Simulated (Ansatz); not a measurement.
# Na3Sb4Au: the cost of one run

Program: Ansatz 0.2.0. Level of theory: DFT PBE, scalar-relativistic, plane waves, PAW. These are calculated values, not measurements.

### 1 The starting structure

The structure is cubic, space group Pm-3m (No. 221). Conventional cell: a = 5.468 Å, b = 5.468 Å, c = 5.468 Å, α = 90.00°, β = 90.00°, γ = 90.00°. Na (site symmetry 4/mmm) is surrounded by 6 Sb at 2.73 Å. Sb (site symmetry 4/mmm) is surrounded by 4 Na at 2.73 Å and 2 Au at 2.73 Å. Around Sb (site symmetry m-3m) lie 6 Na at 2.73 Å. Au (site symmetry m-3m) has 6 Sb at 2.73 Å as nearest neighbours.

Coordinates:

```cif
data_structure
_symmetry_space_group_name_H-M 'P 1'
_symmetry_Int_Tables_number 1
_cell_length_a 5.4679
_cell_length_b 5.4679
_cell_length_c 5.4679
_cell_angle_alpha 90.000
_cell_angle_beta 90.000
_cell_angle_gamma 90.000
_cell_volume 163.47
loop_
_atom_site_label
_atom_site_type_symbol
_atom_site_fract_x
_atom_site_fract_y
_atom_site_fract_z
_atom_site_occupancy
Na1 Na 0.00000 0.50000 0.50000 1
Na2 Na 0.50000 0.00000 0.50000 1
Na3 Na 0.50000 0.50000 0.00000 1
Sb1 Sb 0.50000 0.00000 0.00000 1
Sb2 Sb 0.50000 0.50000 0.50000 1
Sb3 Sb 0.00000 0.00000 0.50000 1
Sb4 Sb 0.00000 0.50000 0.00000 1
Au1 Au 0.00000 0.00000 0.00000 1
```

Recipe of the guess: species swapped into a database cell of LiMg3O4 (Pm-3m, No. 221), with Au on the Li sites, Na on the Mg sites and Sb on the O sites. Its size is a rough estimate.

### 2 The guess as it stands, on a coarse mesh

File input.yaml:

```yaml
crystal:
  lattice:
    - [5.46785583, 0.0, 0.0]
    - [0.0, 5.46785583, 0.0]
    - [0.0, 0.0, 5.46785583]
  atoms:
    - { symbol: Na, position: [0.0, 0.5, 0.5] }
    - { symbol: Na, position: [0.5, 0.0, 0.5] }
    - { symbol: Na, position: [0.5, 0.5, 0.0] }
    - { symbol: Sb, position: [0.5, 0.0, 0.0] }
    - { symbol: Sb, position: [0.5, 0.5, 0.5] }
    - { symbol: Sb, position: [0.0, 0.0, 0.5] }
    - { symbol: Sb, position: [0.0, 0.5, 0.0] }
    - { symbol: Au, position: [0.0, 0.0, 0.0] }
basis:
  ecutwfc: 420
kpoints:
  mp_grid: { grid: [4, 4, 4] }
hamiltonian:
  xc: pbe
scf:
  occupations: { method: gaussian, width: 0.1 }
  lower_state_search: "off"
output:
  forces: true
  stress: true
  eigenvalues: true
```

Launch:

```sh
> ansatz run input.yaml --threads 1 --pin off --max-ram 2048MiB --backend cpu --events-out ev --progress --plain --runs-dir out
```

**Question.** How long does this run take on 1 thread of Arm Neoverse V1, shared host, and how much memory does it need?

About 6.8 s, with a peak of 0.44 GiB.
